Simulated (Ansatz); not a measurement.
# H₅InS, SMILES [SH2+][InH3-]: energies of removing a hydrogen

Computed with Ansatz's Python interface.

Notebook, run cell by cell (the value of a cell's last expression is shown):

```python
import ansatz as az
```

```python
BASIS_SET = "def2-SVPD"
LEVEL = "MP2"
```

```python
def single_point(molecule, charge=0, unpaired=0):
    calc = molecule.calculation().basis(gaussian=BASIS_SET).correlation(LEVEL)
    if charge:
        calc = calc.charge(charge)
    if unpaired:
        calc = calc.spin("collinear", total=unpaired)
    return calc.run(threads=1).report["free_energy_ev"]
```

```python
GEOMETRY = """
S    -0.54220   -1.45370    0.02100
In    0.12050    0.88510   -0.20580
H    -0.95870   -1.65950    1.29990
H     0.50520   -2.22950   -0.37230
H    -0.95320    1.74140   -1.38980
H     0.03580    1.71310    1.40800
H     1.85380    0.93510   -0.80660
"""
```

```python
def without(molecule, index):
    rest = az.Crystal.molecule()
    for i, site in enumerate(molecule.cartesian_sites):
        if i != index:
            rest = rest.atom(site.symbol, site.position_ang)
    return rest
```

```python
system = az.Crystal.molecule()
for line in GEOMETRY.strip().splitlines():
    symbol, *xyz = line.split()
    system = system.atom(symbol, [float(v) for v in xyz])
```

```python
whole = single_point(system, 0)
hydrogen = single_point(az.Crystal.molecule().atom("H", (0, 0, 0)), 0, 1)
print(f"E(molecule) = {whole:.5f} eV, E(H) = {hydrogen:.5f} eV")
for index in [3, 6]:
    radical = single_point(without(system, index), 0, 1)
    print(f"H{index}: homolysis {96.485332 * (radical + hydrogen - whole):.1f} kJ/mol")
    anion = single_point(without(system, index), -1)
    print(f"H{index}: loss of a proton {96.485332 * (anion - whole):.1f} kJ/mol")
```

    E(molecule) = -16046.96282 eV, E(H) = -13.58606 eV
    H3: homolysis 338.4 kJ/mol
    H3: loss of a proton 1226.4 kJ/mol
    H6: homolysis 285.4 kJ/mol
    H6: loss of a proton 1592.3 kJ/mol

Reading the output:
- Total energies depend on the basis set; only differences at equal settings carry meaning.
- The geometry is a force-field or estimated start, not a minimum of this method, and the basis set is short of its limit. All parts are taken at fixed geometry, without zero-point energy.
- def2 sets replace the cores of elements past krypton by effective core potentials.
- The spin-orbit lowering of heavy atoms is left out.
- Timing: 13 s on 1 thread of Arm Neoverse V1, on a shared host, peak memory 0.28 GiB.

(Lines on the test bed's own set-up are left out of the output.)
